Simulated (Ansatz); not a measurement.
# Li4SiN: the cost of one run

Program: Ansatz 0.2.0. Level of theory: DFT PBE, scalar-relativistic, plane waves, PAW. These are calculated values, not measurements.

### Step 1. The starting structure

Symmetry: P4mm, No. 99, tetragonal system. The conventional cell has a = 4.584 Å, b = 4.584 Å, c = 3.918 Å, α = 90.00°, β = 90.00°, γ = 90.00°. Li (site symmetry m) is surrounded by 1 N at 2.15 Å and 4 Li at 2.23 to 2.35 Å and 2 Si at 2.45 to 2.69 Å. Si (site symmetry 4mm) has 8 Li at 2.45 to 2.69 Å in its first shell of neighbours. Around N (site symmetry 4mm) lie 4 Li at 2.15 Å.

As a file:

```
Li Si N
1.0
     4.58445    0.00000    0.00000
     0.00000    4.58445    0.00000
     0.00000    0.00000    3.91763
Li Si N
4 1 1
Direct
  0.74375 0.74375 0.56921
  0.25625 0.25625 0.56921
  0.25625 0.74375 0.56921
  0.74375 0.25625 0.56921
  0.00000 0.00000 0.03042
  0.50000 0.50000 0.94319
```

Recipe of the guess: random cell by space group and Wyckoff sites (P4mm, No. 99). Lengths come from tabulated atomic sizes and are only a guess.

### Step 2. Probe: one point on a coarse mesh

File input.yaml:

```yaml
crystal:
  lattice:
    - [4.58445426, 0.0, 0.0]
    - [0.0, 4.58445426, 0.0]
    - [0.0, 0.0, 3.91763211]
  atoms:
    - { symbol: Li, position: [0.74375076, 0.74375076, 0.56921251] }
    - { symbol: Li, position: [0.25624924, 0.25624924, 0.56921251] }
    - { symbol: Li, position: [0.25624924, 0.74375076, 0.56921251] }
    - { symbol: Li, position: [0.74375076, 0.25624924, 0.56921251] }
    - { symbol: Si, position: [0.0, 0.0, 0.03042173] }
    - { symbol: "N", position: [0.5, 0.5, 0.94318693] }
basis:
  ecutwfc: 420
kpoints:
  mp_grid: { grid: [4, 4, 4] }
hamiltonian:
  xc: pbe
scf:
  occupations: { method: gaussian, width: 0.1 }
  lower_state_search: "off"
output:
  forces: true
  stress: true
  eigenvalues: true
```

Started as:

```bash
ansatz run input.yaml --threads 1 --pin off --max-ram 2560MiB --backend cpu --events-out ev --progress --plain --runs-dir out
```

Q: Estimate wall time and peak memory on 1 thread of Intel Xeon 6975P-C (Granite Rapids), shared host.

About 1.2 s, with a peak of 0.33 GiB.
